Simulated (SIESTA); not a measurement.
The system is Ta3AsAu2O13.

```xyz
19
Lattice="5.2424 3.0267 4.1427 -5.2424 3.0267 4.1427 0.0000 -6.0534 4.1427" Properties=species:S:1:pos:R:3 pbc="T T T"
Ta   -1.7887    1.0327    4.2854
Ta    0.0000   -2.0655    4.2854
Ta    1.7887    1.0327    4.2854
As    0.0000    0.0000    6.9446
Au    0.0000    0.0000   12.0005
Au    0.0000    0.0000    9.3342
O    -1.3566    0.7832    6.1532
O     0.0000   -1.5665    6.1532
O     1.3566    0.7832    6.1532
O     2.5380   -0.6359    3.6068
O    -0.7183    2.5159    3.6068
O    -1.8197   -1.8800    3.6068
O     1.8197   -1.8800    3.6068
O    -2.5380   -0.6359    3.6068
O     0.7183    2.5159    3.6068
O    -3.3469    1.9323    4.0073
O     0.0000   -3.8647    4.0073
O     3.3469    1.9323    4.0073
O     0.0000    0.0000    3.8329
```

The cell was built by a generator and needn't be a form met in nature.

```yaml
Program: SIESTA 5.4.2
Task: single point
Functional: PBE
Potentials_or_basis: PseudoDojo 0.4 standard (PBE files)
Basis: DZP (energy shift 0.003 Ry; two zetas on semicore shells)
Grid_cutoff: 800 Ry
Energy_shift: 0.003 Ry
k_mesh: 4 × 4 × 4
Occupations: fermi-dirac, width 0.05 eV
Spin: no spin polarisation
```

On this cell: pressure 2.0 GPa; largest force 0.753 eV/Å; band gap on the k mesh 0.93 eV, direct.

The same run follows on a disturbed copy (atoms moved at random, drawn with an rms of 0.05 Å):

```xyz
19
Lattice="5.2424 3.0267 4.1427 -5.2424 3.0267 4.1427 0.0000 -6.0534 4.1427" Properties=species:S:1:pos:R:3 pbc="T T T"
Ta   -1.7852    1.0133    4.3098
Ta    0.0189   -2.1306    4.2704
Ta    1.7571    1.0647    4.2853
As    0.0034    0.0151    6.9885
Au    0.0229    0.0251   12.0262
Au   -0.0107    0.0149    9.3327
O    -1.3666    0.8503    6.1041
O     0.0043   -1.5239    6.1947
O     1.3722    0.7887    6.1317
O     2.4996   -0.6627    3.6146
O    -0.7349    2.5182    3.6225
O    -1.8556   -1.8632    3.6115
O     1.8111   -1.9096    3.6329
O    -2.5856   -0.6058    3.6251
O     0.7719    2.5617    3.6161
O    -3.3836    1.8999    3.9907
O    -0.0109   -3.8618    4.0350
O     3.3303    1.9315    4.0249
O     0.0074    0.0060    3.8003
```

Task: What does the disturbed cell give?

Result: The energy moves by +24.3 meV/atom; pressure 2.0 GPa; largest force 4.694 eV/Å; band gap on the k mesh 0.86 eV, direct.

Forces on the atoms (eV/Å):
```
Ta  -0.274  0.850 -1.987
Ta  -1.496  4.251  1.313
Ta   0.204 -1.413 -0.246
As  -0.076  0.587 -1.273
Au   0.134 -0.433  0.138
Au   0.021  0.033  0.964
O    0.517 -0.319  2.317
O   -0.104 -1.211 -0.873
O   -0.052  0.156  0.971
O    0.568  0.486 -0.039
O    0.817  0.539 -0.221
O    0.499 -0.355  0.303
O    0.442 -0.229 -0.247
O    0.011 -0.953 -0.331
O   -1.518  0.642 -0.356
O    0.094  0.114  0.101
O   -0.128 -2.982 -0.487
O    0.748  0.383 -0.179
O   -0.403 -0.144  0.132
```

Stress tensor (GPa, compression positive):
```
-0.11  0.67 -0.02
 0.67  3.77 -0.04
-0.02 -0.04  2.38
```

Caveats: short orbitals over semicore shells can move pressures by several GPa; spin-orbit coupling is left out, which moves the levels of the heavy elements; the basis of atomic orbitals isn't converged, which shifts pressures, moduli and gaps.

A k mesh can miss the band edges.
